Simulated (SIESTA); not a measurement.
Crystal: Mg6GaB.

```
CELL_PARAMETERS angstrom
4.04488 0.00000 0.00000
0.00000 4.01985 4.79102
0.00000 -4.01985 4.79102
ATOMIC_POSITIONS crystal
Ga 0.50000 0.56356 0.56356
Mg 0.50000 0.13063 0.13063
Mg 0.50000 0.05018 0.68792
Mg 0.50000 0.68792 0.05018
Mg 0.00000 0.35758 0.35758
Mg 0.00000 0.38510 0.84132
Mg 0.00000 0.84132 0.38510
B 0.00000 0.98372 0.98372
```

The cell comes from a database or a generator and needn't be the stable form of this composition.

Base run:

| Quantity | Value |
| --- | --- |
| Program | SIESTA 5.4.2 |
| Functional | PBEsol |
| Potentials or basis | PseudoDojo 0.4 standard (PBEsol files) |
| Basis | DZP (energy shift 0.003 Ry; two zetas on semicore shells) |
| Grid cutoff | 800 Ry |
| Energy shift | 0.003 Ry |
| k mesh | 7 × 5 × 5 |
| Occupations | fermi-dirac, width 0.05 eV |
| Spin | no spin polarisation |

Its results: band gap on the k mesh none (metal or under the smearing width); pressure 0.4 GPa; largest force 0.241 eV/Å.

**Question.** The run is repeated on the same cell with these changes: functional from PBEsol to PBE; potentials or basis from PseudoDojo 0.4 standard (PBEsol files) to PseudoDojo 0.4 standard (PBE files). What comes out?

**Answer.** Band gap on the k mesh none (metal or under the smearing width); pressure 1.5 GPa; largest force 0.267 eV/Å.

Caveats: the basis of atomic orbitals isn't converged, which shifts pressures, moduli and gaps.

Not every run made on this cell is shown here.
